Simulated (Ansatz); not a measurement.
**Cl2FHSi: a saddle search**

Aim: find the first-order saddle near the start with the program's own search, from a guess of the mode.

The runs use Ansatz 0.2.0, Gaussian basis; wB97X-V/def2-SVP.

1 further run of the same task is left out (it didn't finish).

**1. Where the work starts**

The start, a known saddle point with all atoms moved at random by about 0.06 Å a coordinate: 5 atoms, charge 0, spin multiplicity 1.

Atoms are counted from 1 here; the program's logs count them from 0.

Bond lengths: Si1–F2 1.872 Å, Si1–Cl4 2.043 Å, F2–H3 1.144 Å, H3–Cl5 1.526 Å. Angles: F2–Si1–Cl4 94.1°, Si1–F2–H3 86.7°, F2–H3–Cl5 145.3°.

As a file:

```xyz
5
Cl2FHSi
Si    0.89253    0.19698    0.71946
F     0.52626    0.06774   -1.11187
H    -0.30295   -0.66730   -0.82781
Cl   -0.21107    1.89771    0.96831
Cl   -1.02088   -1.36471    0.32428
```

**2. The search**

run/in.yaml reads:

```yaml
crystal:
  periodic: [false, false, false]
  atoms:
    - {symbol: Si, position_ang: [0.892529, 0.196978, 0.719457]}
    - {symbol: F, position_ang: [0.526255, 0.067735, -1.111872]}
    - {symbol: H, position_ang: [-0.302947, -0.667300, -0.827814]}
    - {symbol: Cl, position_ang: [-0.211065, 1.897708, 0.968312]}
    - {symbol: Cl, position_ang: [-1.020883, -1.364705, 0.324276]}
basis:
  gaussian: {orbitals: def2-SVP}
hamiltonian: {xc: {name: wB97X-V}}
saddle:
  f_tol: 0.1
  max_steps: 40
  mode_guess:
    - [-0.2139, -0.2143, 0.3040]
    - [-0.3311, -0.2435, -0.2280]
    - [0.4131, 0.3942, -0.3638]
    - [-0.0079, -0.0371, -0.0351]
    - [0.1399, 0.1007, 0.3229]
```

On the command line:

```
> ansatz run in.yaml --threads 2 --pin off --events-out ev --progress --plain --max-ram 4352MiB
```

Q: Predict the outcome of this session. Wanted: energy change; last largest force; RMSD from the start; RMSD from the known saddle.

As calculated:

| quantity | value |
| --- | --- |
| steps | 6 |
| energy change | -0.035 eV |
| last largest force | 0.0010 eV/Å |
| RMSD from the start | 0.040 Å |
| RMSD from the known saddle | 0.011 Å |

**Reading.** It converged in 6 steps at a force tolerance of 0.1 eV/Å. It is back at the known saddle, up to the shift that another level brings.
